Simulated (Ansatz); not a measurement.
**GeH2O (singlet): geometry optimisation**

Aim: relax a generated start of GeH2O (singlet) and see which bonds hold.

The runs use Ansatz 0.2.0, Gaussian basis; RKS PBE0/def2-SVP.

**1. Starting geometry**

4 atoms, charge 0, spin multiplicity 1.

Atoms are counted from 1 here; the program's logs count them from 0.

Bond lengths: O1–Ge2 1.814 Å, O1–H3 0.895 Å, Ge2–H4 1.500 Å. Angles: Ge2–O1–H3 106.2°, O1–Ge2–H4 113.5°.

The start is a generated structure. Sticks and bond lists go by distance. No spin-orbit coupling is included. 

**2. Relaxation**

Input file in.yaml:

```yaml
crystal:
  periodic: [false, false, false]
  atoms:
    - {symbol: O, position_ang: [-0.103800, -0.799500, 0.607700]}
    - {symbol: Ge, position_ang: [0.328000, 0.543600, -0.533100]}
    - {symbol: H, position_ang: [0.628900, -1.307600, 0.684800]}
    - {symbol: H, position_ang: [-0.797600, 1.503200, -0.779700]}
basis:
  gaussian: {orbitals: def2-SVP}
hamiltonian: {xc: pbe0}
relax: {f_tol: 0.01, max_steps: 150}
```

Started as:

```bash
ansatz run in.yaml --threads 1 --pin off --events-out ev --progress --plain --max-ram 16896MiB --backend cuda --devices 0, --max-vram 18GiB
```

Before running it: what results should come out? Wanted: energy gained; shift from the start; total energy; dipole moment.

The runs gave:

| quantity | value |
| --- | --- |
| steps | 7 |
| energy gained | 0.567 eV |
| shift from the start (rms) | 0.170 Å |
| total energy | -58579.3684 eV |
| dipole moment | 1.40 D |

**Reading.** The bonds of the start are those of the end. Ge2–H4 went from 1.500 to 1.599 Å. No vibrations were run, so this is a stationary point, not a proven minimum, and this spin need not be the ground state's.
